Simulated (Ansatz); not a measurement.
# Si3As2: the cost of one run

Computed with Ansatz 0.2.0 (DFT PBE, scalar-relativistic, plane waves, PAW, unless a step's input says otherwise).

1 further run of the same task is left out (set aside as unsound or not needed).

## (1) The system as given

The structure is trigonal, space group R-3m (No. 166). The conventional cell has a = 3.851 Å, b = 3.851 Å, c = 24.162 Å, α = 90.00°, β = 90.00°, γ = 120.00°. Si (site symmetry 3m) is surrounded by 3 Si at 2.35 Å and 1 As at 2.40 Å. Si (site symmetry -3m) is surrounded by 6 As at 2.55 Å. Around As (site symmetry 3m) lie 4 Si at 2.40 to 2.55 Å.

Structure file:

```xyz
5
Lattice="3.3350 -1.9246 0.0111 3.3350 1.9246 0.0111 -2.2507 0.0000 8.0464" Properties=species:S:1:pos:R:3 pbc="T T T"
Si    4.4305    0.0000    3.6535
Si   -0.0193    0.0000    4.4150
Si    6.6651    0.0000    0.0222
As   -0.0289    0.0000    6.8114
As    4.4391    0.0000    1.2572
```

The cell was relaxed beforehand at this level, from a database cell with other species swapped in; it is a trial structure. At a tolerance of 0.05 Å it has space group R-3m (No. 166); it has 20.68 Å³/atom, an uncorrected energy of +0.10 eV/atom over the elements.

## (2) Electronic structure at the relaxed geometry

File input.yaml:

```yaml
crystal:
  lattice:
    - [3.3349891739, -1.9246321065, 0.0110950262]
    - [3.3349891739, 1.9246321065, 0.0110950262]
    - [-2.2506530856, 0.0, 8.0464299797]
  atoms:
    - { symbol: Si, position: [0.8166974166, 0.8166974166, 0.4518050617] }
    - { symbol: Si, position: [0.1820796268, 0.1820796268, 0.5481918021] }
    - { symbol: Si, position: [0.9992700311, 0.9992700311, 1.5948e-06] }
    - { symbol: As, position: [0.2810432199, 0.2810432199, 0.8457311553] }
    - { symbol: As, position: [0.7175854156, 0.7175854156, 0.1542703862] }
basis:
  ecutwfc: 420
kpoints:
  mp_grid: { grid: [12, 12, 6] }
  band_path:
    path:
      - [[0.0, 0.0, 0.0], [-0.33960925, 0.33960925, 0.0]]
      - [[0.33960925, 0.66039075, 0.0], [0.5, 0.5, 0.0], [0.0, 0.0, 0.0], [0.5, 0.5, -0.5], [0.32056917, 0.67943083, -0.5]]
      - [[-0.32056917, 0.32056917, -0.5], [0.0, 0.0, -0.5], [0.0, 0.0, 0.0]]
      - [[0.0, 0.5, -0.5], [0.0, 0.0, 0.0], [0.0, 0.5, 0.0]]
    npoints: 14
hamiltonian:
  xc: pbe
scf:
  occupations: { method: gaussian, width: 0.1 }
  n_extra_bands: 12
output:
  forces: true
  stress: true
  eigenvalues: true
  populations: true
  dos: { projected: true, de: 0.02, nscf_kmesh: { grid: [15, 15, 8] } }
  bader: true
  write_density: true
  write_potential: true
  elf: true
  volumetric_format: npy
```

Run with:

```
$ ansatz run input.yaml --threads 1 --pin off --max-ram 2560MiB --backend cpu --events-out ev --progress --plain --runs-dir out
```

What time and memory should one allow on 1 thread of Intel Xeon at 2.70GHz, shared host?

About 4.5 min, with a peak of 1.2 GiB.
